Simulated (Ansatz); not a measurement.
# C2H4SiZn: a ladder of functionals and wavefunction methods

The task here is to estimate one member of a computed series from the others.

Method: functionals in def2-TZVPP, the program's frozen cores in correlated methods; program: Ansatz 0.2.0, Gaussian basis.

Plan: LDA (SPW92), PBE-D4, revPBE-D4, BLYP-D4, r2SCAN-D4, B97M-V, PBE0-D4, B3LYP-D4, r2SCANh-D4, r2SCAN0-D4, HSE06-D4, BHLYP-D4, CAM-B3LYP-D4, LC-ωPBE, ωB97X-V, ωB97M-V, B2PLYP, PBE-QIDH; CCSD(T)/def2-SVP; CCSD(T)/def2-TZVPP; MP2/def2-QZVPP; extrapolation to the limit; RPA on PBE.

### Structure used throughout

All runs share one geometry, relaxed beforehand with PBE0-D4 in a triple-zeta def2 set.

8 atoms, charge 0, spin multiplicity 1.

Atoms are counted from 1 here; the program's logs count them from 0.

Bond lengths: Si1–C2 1.823 Å, Si1–H5 1.483 Å, Si1–H6 1.483 Å, Si1–H7 1.484 Å, C2–C3 1.206 Å, C3–H8 1.066 Å. Angles: C2–Si1–H5 109.3°, C2–Si1–H6 109.3°, C2–Si1–H7 108.9°, H5–Si1–H6 109.8°, H5–Si1–H7 109.8°, H6–Si1–H7 109.8°, Si1–C2–C3 179.4°, C2–C3–H8 179.9°.

Set-up of the first run:

The input, in.yaml:

```yaml
crystal:
  periodic: [false, false, false]
  atoms:
    - {symbol: Si, position_ang: [-0.482135, 1.125238, -0.335506]}
    - {symbol: C, position_ang: [-0.428143, -0.559350, 0.360031]}
    - {symbol: C, position_ang: [-0.379813, -1.674590, 0.816680]}
    - {symbol: Zn, position_ang: [3.200771, -1.013058, -0.551302]}
    - {symbol: H, position_ang: [-1.517024, 1.185587, -1.395996]}
    - {symbol: H, position_ang: [-0.809776, 2.090662, 0.741460]}
    - {symbol: H, position_ang: [0.846742, 1.448877, -0.912011]}
    - {symbol: H, position_ang: [-0.338422, -2.660267, 1.220747]}
basis:
  gaussian: {orbitals: def2-TZVPP}
hamiltonian: {xc: lda}
output: {orbitals: {seedname: orbitals}}
```

Steps of the session up to this table: LDA; PBE-D4 (GGA); revPBE-D4 (GGA); BLYP-D4 (GGA); r2SCAN-D4 (meta-GGA); B97M-V (meta-GGA); PBE0-D4 (hybrid); B3LYP-D4 (hybrid); r2SCANh-D4 (hybrid); r2SCAN0-D4 (hybrid); HSE06-D4 (hybrid); BHLYP-D4 (hybrid); CAM-B3LYP-D4 (range-separated); LC-ωPBE (range-separated); ωB97X-V (range-separated); ωB97M-V (range-separated); B2PLYP (double hybrid); PBE-QIDH (double hybrid).

One of the session's tables, all rows but one given; the rest of the session is left out.

It belongs to the step «Orbital energies across the functionals». 

| functional | HOMO (eV) | gap (eV) |
| --- | --- | --- |
| LDA (SPW92) | -5.87 | 4.44 |
| PBE-D4 | -5.62 | 4.38 |
| revPBE-D4 | -5.52 | 4.37 |
| BLYP-D4 | -5.57 | 4.46 |
| r2SCAN-D4 | -5.84 | 4.83 |
| B97M-V | -5.56 | 4.41 |
| PBE0-D4 | ? | ? |
| B3LYP-D4 | -6.30 | 5.62 |
| r2SCANh-D4 | -6.11 | 5.40 |
| r2SCAN0-D4 | -6.51 | 6.18 |
| HSE06-D4 | -5.92 | 5.09 |
| BHLYP-D4 | -7.01 | 7.17 |
| CAM-B3LYP-D4 | -7.62 | 7.97 |
| LC-ωPBE | -8.69 | 9.97 |
| ωB97X-V | -8.41 | 9.60 |
| ωB97M-V | -8.42 | 9.40 |

Estimate the missing values for PBE0-D4.

**Answer.** HOMO (eV): -6.33; gap (eV): 5.85. In the column «HOMO (eV)» it lies between r2SCAN0-D4 (-6.51) and B3LYP-D4 (-6.30).
